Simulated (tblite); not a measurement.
# As9B8Cl4H28P7: the cost of one run

Programs: tblite 0.8.0 and PySCF 2.14.0, with routines of our own; each step states its level. All values are computed. Atoms count from 0.

## 1. The system as given

56 atoms, charge 0, multiplicity 1; geometry from: force field, distance geometry or constructed start.

## 2. Relaxing the molecule with GFN2-xTB

The job: settings as JSON, then the geometry in Å.

```
{"job": {"kind": "relax", "xc": "GFN2-xTB", "basis": "xTB"}, "charge": 0, "multiplicity": 1}
B     -3.627500     2.053200     1.188600
B      3.159800     0.105600    -1.584400
B     -0.237000     0.118500     3.953000
B     -0.203300     0.190500    -1.571500
B      1.449700    -0.839900     1.190400
B      1.474500    -2.788900    -1.572300
B     -1.917400    -0.845700     1.175500
B     -0.246400     2.091400     1.213700
As    -3.606800     0.109900     0.476400
As    -1.950200     3.054400     0.532100
As     1.443200    -0.843200    -2.264200
As     3.141600     0.115200     0.490600
As     1.445000    -0.843200     3.260000
As    -1.933900    -0.835900     3.248600
As    -0.246900     2.082900     3.280700
As    -0.238600     0.145500     0.507700
As     1.408500    -2.788500     0.498300
H     -1.965600     4.477600     1.056000
H     -1.960500    -2.265100     3.763700
H      4.385000    -0.591400     1.016800
H      0.996800     2.792100     3.790200
H      2.607200    -3.544100     1.044600
H      2.691800    -0.123300     3.771600
H     -4.852300    -0.624700     0.964900
P     -1.897800    -2.658400     0.585000
H     -3.114400    -3.482600     0.815800
H     -1.679500    -2.944100    -0.846600
H     -0.885700    -3.570100     1.167000
P      3.225900     1.890700    -2.240900
H      2.052700     2.418200    -2.961900
H      3.430300     2.990900    -1.272300
H      4.281400     2.238200    -3.213900
P     -5.197600     2.947900     0.551800
H     -6.514800     2.403400     0.941500
H     -5.397000     4.363900     0.930600
H     -5.395100     3.060700    -0.909400
P     -1.817400    -0.530400    -2.284900
H     -2.845800     0.438700    -2.742900
H     -1.744600    -1.374100    -3.494200
H     -2.675400    -1.375200    -1.426900
P      0.018200    -3.789700    -2.274400
H     -1.184600    -3.074800    -2.724100
H      0.263700    -4.620800    -3.480700
H     -0.615400    -4.804600    -1.411800
P      1.298000     3.014000     0.590300
H      2.626600     2.510600     0.998900
H      1.526400     3.116800    -0.868800
H      1.459300     4.438300     0.960500
P      4.695200    -0.860100    -2.192900
H      5.135300    -2.041400    -1.419600
H      4.646100    -1.464300    -3.541600
H      5.987400    -0.139100    -2.289900
Cl    -3.650700     2.029200     3.050500
Cl     3.071300    -3.592500    -2.115800
Cl    -0.243100     0.103100     5.813500
Cl    -0.070300     1.972500    -2.116400
```

Run with:

```console
$ OMP_NUM_THREADS=4 python large_run.py task.json out
```

This one command runs all jobs of the session in turn.

**Question.** How long does this first job take on 4 threads of AMD EPYC 7R43, shared host, and how much memory does it need?

About 3.5 min, with a peak of 0.16 GiB.
